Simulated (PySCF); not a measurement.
# TeP−: from the state search to spectroscopic constants

One table from this session's results is given with a row withheld; the runs are named, their logs left out.

Program: PySCF 2.14.0. Level of theory: Te def2-SVPD with ECP28, P def2-SVPD, scalar-relativistic core potentials. These are calculated values, not measurements.

Set-up of the first run:

Settings of the job:

```yaml
atoms: Te, P
charge: -1
basis: Te def2-SVPD with ECP28, P def2-SVPD
Hamiltonian: scalar-relativistic core potentials
basis_functions: 59
electrons_treated: 40
masses_in_u: 129.9062, 30.9738
levels: PBE0, PBE, r²SCAN, M06-L, M06, r²SCAN0, HSE06, HF, MP2, SCS-MP2
grid: 80 radial by 434 angular points
occupations: held fixed by the projection of orbital angular momentum
dissociation_limit: Te− + P, each in its ground configuration
starting_distance_in_angstrom: 2.485
values_of_2S_to_try: 0, 2, 4
```

Launch:

```sh
> OMP_NUM_THREADS=1 python dia.py task.json out
```

Steps of the session up to this table: Input; First curve: PBE0; Excited determinants; PBE (GGA); r²SCAN; M06-L (meta-GGA); M06 (hybrid meta-GGA); r²SCAN0 (hybrid meta-GGA); HSE06 (range-separated hybrid); UHF (mean field).

One table of the session follows, with a row left open; its other results are not shown here.

Energy (eV) from each level's lowest point:

| R (Å) | UHF | UHF-MP2 | UHF-SCS-MP2 | PBE | r²SCAN |
| --- | --- | --- | --- | --- | --- |
| 2.042 | 1.424 | 1.344 | 1.375 | 1.363 | 1.292 |
| 2.138 | ? | ? | ? | ? | ? |
| 2.232 | 0.234 | 0.194 | 0.210 | 0.217 | 0.184 |
| 2.304 | 0.069 | 0.047 | 0.056 | 0.061 | 0.044 |
| 2.375 | 0.000 | 0.000 | 0.000 | 0.000 | 0.000 |
| 2.446 | 0.003 | 0.027 | 0.018 | 0.012 | 0.028 |
| 2.541 | 0.086 | 0.147 | 0.125 | 0.109 | 0.145 |
| 2.660 | 0.263 | 0.390 | 0.355 | 0.316 | 0.376 |
| 2.803 | 0.496 | 0.794 | 0.751 | 0.633 | 0.717 |
| 2.993 | 0.720 | 1.286 | 1.236 | 1.095 | 1.203 |

**Question.** Estimate the row for R (Å) = 2.138.

Worked estimate for «UHF». A straight line through the neighbours (2.042, 1.424) and (2.232, 0.234) gives 1.424 + (0.234 − 1.424) × (2.138 − 2.042) / (2.232 − 2.042) = 0.823; a parabola fitted to 3 rows on both sides gives 0.686.

The run gave: UHF: 0.663; UHF-MP2: 0.601; UHF-SCS-MP2: 0.625; PBE: 0.629; r²SCAN: 0.575. In «UHF» the line misses by +0.160 and the parabola by +0.023.

State 3 has its PBE0 minimum 0.97 eV higher. The other levels ran on the lowest alone.
